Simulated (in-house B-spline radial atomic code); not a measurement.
**Ho⁴³⁺: binding energies from hole states**

Aim: binding energies of the shells of Ho⁴³⁺, from runs with electrons taken out, set against the orbital energies of the parent.

Program: in-house B-spline radial atomic code version 1. Level of theory: Dirac-Hartree-Fock, average of configuration, Fermi nucleus, basis-set limit. These are calculated values, not measurements, unless marked.

## (1) The atom as given

* element: holmium (Z = 67)
* charge: +43
* electrons: 24
* configuration: [Ar] 3d6
* Hamiltonian: Dirac-Coulomb
* nucleus: Fermi, rms radius 5.202 fm

Outer shells as boxes (Hund's rule):

[Ar] 3d6
```
[Ar] core
3d [↑↓][↑ ][↑ ][↑ ][↑ ]
```

The boxes draw the filling by Hund's rule, which heavy ions in jj coupling don't follow; these runs average over all states of the configuration.

Settings of the run:

```ini
Z = 67
electrons = 24.0
configuration = [Ar] 3d6
hamiltonian = dirac
method = hf
spin_polarised = False
nucleus = fermi
rms_radius = 5.2022
mass_number = 165
atomic_mass = 164.930329116
speed_of_light = 137.035999084
```

From the earlier run of the reference: total energy -11204.167782 hartree. Levels, eight at most:

```
orbital  occupation  energy (eV)  <r> (bohr)
  2s1/2           2     -11757.1     0.08701
  2p1/2           2     -11293.0     0.07256
  2p3/2           4     -10425.7     0.07956
  3s1/2           2     -4214.39      0.2199
  3p1/2           2     -4017.55      0.2091
  3p3/2           4     -3815.16      0.2206
  3d3/2         2.4     -3525.42      0.1921
  3d5/2         3.6     -3480.27      0.1957
```

## (2) The 1s hole

Settings of the run:

```ini
Z = 67
electrons = 23.0
configuration = 1s1 2s2 2p6 3s2 3p6 3d6
hamiltonian = dirac
method = hf
spin_polarised = False
nucleus = fermi
rms_radius = 5.2022
mass_number = 165
atomic_mass = 164.930329116
speed_of_light = 137.035999084
```

## (3) The 2s hole

Changes to the settings of step 2:

```diff
@@ -2,3 +2,3 @@
 electrons = 23.0
-configuration = 1s1 2s2 2p6 3s2 3p6 3d6
+configuration = 1s2 2s1 2p6 3s2 3p6 3d6
 hamiltonian = dirac
```

## (4) The 2p1/2 hole

In configurations, a minus sign after the shell means j = l − 1/2 and a plus sign j = l + 1/2; the count of electrons follows.

Changes to the settings of step 3:

```diff
@@ -2,3 +2,3 @@
 electrons = 23.0
-configuration = 1s2 2s1 2p6 3s2 3p6 3d6
+configuration = 1s2 2s2 2p-1 2p+4 3s2 3p6 3d6
 hamiltonian = dirac
```

## (5) The 2p3/2 hole

Changes to the settings of step 4:

```diff
@@ -2,3 +2,3 @@
 electrons = 23.0
-configuration = 1s2 2s2 2p-1 2p+4 3s2 3p6 3d6
+configuration = 1s2 2s2 2p-2 2p+3 3s2 3p6 3d6
 hamiltonian = dirac
```

## (6) The 3s hole

Changes to the settings of step 5:

```diff
@@ -2,3 +2,3 @@
 electrons = 23.0
-configuration = 1s2 2s2 2p-2 2p+3 3s2 3p6 3d6
+configuration = 1s2 2s2 2p6 3s1 3p6 3d6
 hamiltonian = dirac
```

## (7) The 3p1/2 hole

Changes to the settings of step 6:

```diff
@@ -2,3 +2,3 @@
 electrons = 23.0
-configuration = 1s2 2s2 2p6 3s1 3p6 3d6
+configuration = 1s2 2s2 2p6 3s2 3p-1 3p+4 3d6
 hamiltonian = dirac
```

## (8) The 3p3/2 hole

Changes to the settings of step 7:

```diff
@@ -2,3 +2,3 @@
 electrons = 23.0
-configuration = 1s2 2s2 2p6 3s2 3p-1 3p+4 3d6
+configuration = 1s2 2s2 2p6 3s2 3p-2 3p+3 3d6
 hamiltonian = dirac
```

## (9) The 3d hole

Changes to the settings of step 8:

```diff
@@ -2,3 +2,3 @@
 electrons = 23.0
-configuration = 1s2 2s2 2p6 3s2 3p-2 3p+3 3d6
+configuration = 1s2 2s2 2p6 3s2 3p6 3d5
 hamiltonian = dirac
```

Q: What does each hole state cost in eV, and how does that compare with the orbital energies or single holes?

**Answer**, as computed:

| hole | ΔSCF (eV) | with Breit, QED, recoil (eV) | −ε of the parent (eV) | −ε less ΔSCF (eV) |
| --- | --- | --- | --- | --- |
| 1s | 58247.3 | 57995.6 | 58290.6 | 43.30 |
| 2s | 11743.0 | 11712.6 | 11757.1 | 14.05 |
| 2p1/2 | 11275.7 | 11246.4 | 11293.0 | 17.27 |
| 2p3/2 | 10410.3 | 10390.6 | 10425.7 | 15.43 |
| 3s | 4212.38 | 4205.45 | 4214.39 | 2.00 |
| 3p1/2 | 4015.13 | 4008.72 | 4017.55 | 2.42 |
| 3p3/2 | 3813.08 | 3808.87 | 3815.16 | 2.08 |
| 3d | 3495.41 | 3493.28 | - | - |

What this shows: Every ΔSCF value lies below −ε, since the other electrons relax into the hole: by 43.3 eV for 1s and 2.08 eV for 3p3/2. The difference of the 1s and 2p3/2 holes gives a Kα1 line at 47605.0 eV for this charge state (with Breit, QED and recoil). The spin-orbit splitting of the 2p hole is 855.80 eV with those corrections. A dash stands where an open shell is averaged over j, so that no single parent level belongs to the hole. Values are for the free ion, measured from the vacuum level.
